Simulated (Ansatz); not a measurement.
# CaOs4: the cost of one run

Method: DFT PBE, scalar-relativistic, plane waves, PAW, in Ansatz 0.2.0.

## 1. The system as given

It takes space group Pm-3m (No. 221, cubic). Conventional cell: a = 4.397 Å, b = 4.397 Å, c = 4.397 Å, α = 90.00°, β = 90.00°, γ = 90.00°. Ca (site symmetry m-3m) has 6 Os at 2.20 Å as nearest neighbours. Around Os (site symmetry 4/mmm) lie 2 Ca at 2.20 Å. Os (site symmetry m-3m) has 12 Os at 3.11 Å as nearest neighbours.

As a file:

```xyz
5
Lattice="4.3973 0.0000 0.0000 0.0000 4.3973 0.0000 0.0000 0.0000 4.3973" Properties=species:S:1:pos:R:3 pbc="T T T"
Ca    0.0000    0.0000    0.0000
Os    2.1987    0.0000    0.0000
Os    0.0000    2.1987    0.0000
Os    0.0000    0.0000    2.1987
Os    2.1987    2.1987    2.1987
```

The cell is invented: random cell by space group and Wyckoff sites (Pm-3m, No. 221). The dimensions are guesses.

## 2. The guess as it stands, on a coarse mesh

input.yaml reads:

```yaml
crystal:
  lattice:
    - [4.39734662, 0.0, 0.0]
    - [0.0, 4.39734662, 0.0]
    - [0.0, 0.0, 4.39734662]
  atoms:
    - { symbol: Ca, position: [0.0, 0.0, 0.0] }
    - { symbol: Os, position: [0.5, 0.0, 0.0] }
    - { symbol: Os, position: [0.0, 0.5, 0.0] }
    - { symbol: Os, position: [0.0, 0.0, 0.5] }
    - { symbol: Os, position: [0.5, 0.5, 0.5] }
basis:
  ecutwfc: 420
kpoints:
  mp_grid: { grid: [4, 4, 4] }
hamiltonian:
  xc: pbe
scf:
  occupations: { method: gaussian, width: 0.1 }
  lower_state_search: "off"
output:
  forces: true
  stress: true
  eigenvalues: true
```

Run with:

```sh
ansatz run input.yaml --threads 1 --pin off --max-ram 2048MiB --backend cpu --events-out ev --progress --plain --runs-dir out
```

What time and memory should one allow on 1 thread of Intel Xeon Platinum 8488C (Sapphire Rapids), shared host?

About 1.5 s, with a peak of 0.4 GiB.
